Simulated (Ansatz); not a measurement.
# SnH₃Cl (built from SMILES [Cl][SnH3]): functionals against CCSD(T) at one geometry

The atoms stand at a displaced guess of a reacting structure. How far do the functionals agree with CCSD(T) there?

Method: single points in def2-TZVPP; program: Ansatz 0.2.0, Gaussian basis.

Correlated methods freeze the cores. Filled d shells of the heavier atoms are correlated. Core potentials replace the inner electrons past krypton, and spin-orbit coupling is left out.

### Step 1. Starting geometry

5 atoms, charge 0, spin multiplicity 1.

Atoms are counted from 1 here; the program's logs count them from 0.

Bond lengths: Sn1–Cl2 2.710 Å, Sn1–H3 2.157 Å, Sn1–H4 1.784 Å, Sn1–H5 1.759 Å, Cl2–H3 1.526 Å. Angles: Cl2–Sn1–H3 34.2°, Cl2–Sn1–H4 91.0°, Cl2–Sn1–H5 88.0°, H3–Sn1–H4 109.0°, H3–Sn1–H5 115.0°, H4–Sn1–H5 93.0°, Sn1–Cl2–H3 52.6°, Sn1–H3–Cl2 93.2°.

Coordinates:

```xyz
5
ClH3Sn
Sn   -0.5714   -0.4102    0.6486
Cl    1.1113    0.1857   -1.3903
H    -0.0104   -0.8494   -1.3872
H    -1.0992    1.2913    0.7521
H     0.7752   -0.1573    1.7519
```

### Step 2. CCSD(T)/def2-TZVPP

Contents of run/in.yaml:

```yaml
crystal:
  periodic: [false, false, false]
  atoms:
    - {symbol: Sn, position_ang: [-0.571400, -0.410200, 0.648600]}
    - {symbol: Cl, position_ang: [1.111300, 0.185700, -1.390300]}
    - {symbol: H, position_ang: [-0.010400, -0.849400, -1.387200]}
    - {symbol: H, position_ang: [-1.099200, 1.291300, 0.752100]}
    - {symbol: H, position_ang: [0.775200, -0.157300, 1.751900]}
basis:
  gaussian: {orbitals: def2-TZVPP}
correlation: {method: ccsd_t}
output: {forces: true}
```

No record of the launch command was kept for these runs.

### Step 3. PBE0-D4/def2-TZVPP

Edit run/in.yaml of step 2 so:

```diff
@@ -10,3 +10,3 @@
   gaussian: {orbitals: def2-TZVPP}
-correlation: {method: ccsd_t}
-output: {forces: true}
+hamiltonian: {xc: pbe0, dispersion: d4}
+output: {forces: true, orbitals: {seedname: orbitals}}
```

### Step 4. wB97M-V/def2-TZVPP

Edit run/in.yaml of step 3 so:

```diff
@@ -10,3 +10,3 @@
   gaussian: {orbitals: def2-TZVPP}
-hamiltonian: {xc: pbe0, dispersion: d4}
-output: {forces: true, orbitals: {seedname: orbitals}}
+hamiltonian: {xc: {name: wB97M-V}}
+output: {forces: true}
```

### Step 5. r2SCAN-D4/def2-TZVPP

Edit run/in.yaml of step 4 so:

```diff
@@ -10,3 +10,3 @@
   gaussian: {orbitals: def2-TZVPP}
-hamiltonian: {xc: {name: wB97M-V}}
+hamiltonian: {xc: r2scan, dispersion: d4}
 output: {forces: true}
```

### Step 6. PBE-D4/def2-TZVPP

Edit run/in.yaml of step 5 so:

```diff
@@ -10,3 +10,3 @@
   gaussian: {orbitals: def2-TZVPP}
-hamiltonian: {xc: r2scan, dispersion: d4}
+hamiltonian: {xc: pbe, dispersion: d4}
 output: {forces: true}
```

### Step 7. revPBE-D4/def2-TZVPP

Edit run/in.yaml of step 6 so:

```diff
@@ -10,3 +10,3 @@
   gaussian: {orbitals: def2-TZVPP}
-hamiltonian: {xc: pbe, dispersion: d4}
+hamiltonian: {xc: {name: revPBE}, dispersion: d4}
 output: {forces: true}
```

### Step 8. LC-wPBE/def2-TZVPP

Edit run/in.yaml of step 7 so:

```diff
@@ -10,3 +10,3 @@
   gaussian: {orbitals: def2-TZVPP}
-hamiltonian: {xc: {name: revPBE}, dispersion: d4}
+hamiltonian: {xc: {name: LC-wPBE}}
 output: {forces: true}
```

(Steps that only read results are left out.)

What does the calculation give? Wanted: energy less free atoms, CCSD(T)/def2-TZVPP; RMS force component; RMS force error; HOMO and LUMO, PBE0-D4; T1 diagnostic.

The runs gave:

| quantity | value |
| --- | --- |
| energy less free atoms, CCSD(T)/def2-TZVPP | -918.4 kJ/mol |
| RMS force component | 0.565 to 0.990 eV/Å over the methods |
| RMS force error | PBE0-D4 0.156, wB97M-V 0.032, r2SCAN-D4 0.260, PBE-D4 0.363, revPBE-D4 0.376, LC-wPBE 0.123 eV/Å |
| HOMO and LUMO, PBE0-D4 | -6.71 and -2.57 eV |
| T1 diagnostic | 0.014 |

**Reading.** Against CCSD(T) the functionals' energies less atoms differ by -45.8 to +23.2 kJ/mol, PBE-D4 by -45.8 kJ/mol. The reference is not at the basis limit: in triple zeta CCSD(T) underbinds, which counts against methods that bind more; the gaps are no ranking. For forces wB97M-V does best and revPBE-D4 worst. Frozen-core CCSD(T) forces in triple zeta carry basis errors of their own, and this is one geometry, so small gaps rank nothing.
